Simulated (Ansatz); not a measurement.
# Y (fcc type): a single-point run

The task is a single-point run on Y (fcc type).

Computed with Ansatz 0.2.0 (DFT, LDA, norm-conserving pseudopotentials, Ansatz's default files, scalar-relativistic, unless a step's input says otherwise).

## 1. The system as given

It takes space group Fm-3m (No. 225, cubic). The conventional cell has a = 2.487 Å, b = 2.487 Å, c = 2.487 Å, α = 90.00°, β = 90.00°, γ = 90.00°. Around Y (site symmetry m-3m) lie 12 Y at 1.76 Å.

As a file:

```xyz
1
Lattice="0.0000 1.2436 1.2436 1.2436 0.0000 1.2436 1.2436 1.2436 0.0000" Properties=species:S:1:pos:R:3 pbc="T T T"
Y     0.0000    0.0000    0.0000
```

## 2. The calculation

Contents of input.yaml:

```yaml
crystal:
  lattice:
    - [0.0, 1.24359963, 1.24359963]
    - [1.24359963, 0.0, 1.24359963]
    - [1.24359963, 1.24359963, 0.0]
  atoms:
    - { symbol: "Y", position: [0.0, 0.0, 0.0] }
kpoints:
  mp_grid: { grid: [13, 13, 13] }
scf:
  occupations: { method: fermi_dirac, width: 0.08 }
  max_iter: 75
hamiltonian:
  xc: lda
  pseudopotentials: { kind: nc }
output:
  forces: true
  stress: true
  eigenvalues: true
```

Command:

```bash
$ ansatz run input.yaml --threads 1 --pin off --max-ram 2048MiB --backend cpu --events-out ev --progress --plain --runs-dir out
```

What happens when this is run?

The program finished normally. It gives a pressure of 5728 GPa, which is large; a structure far from rest gives such values too, whatever the setting.

The structure was scaled down until the atoms press into each other. The shortest distance in the input is 1.76 Å.

What to do: use the intended lattice or bond lengths.
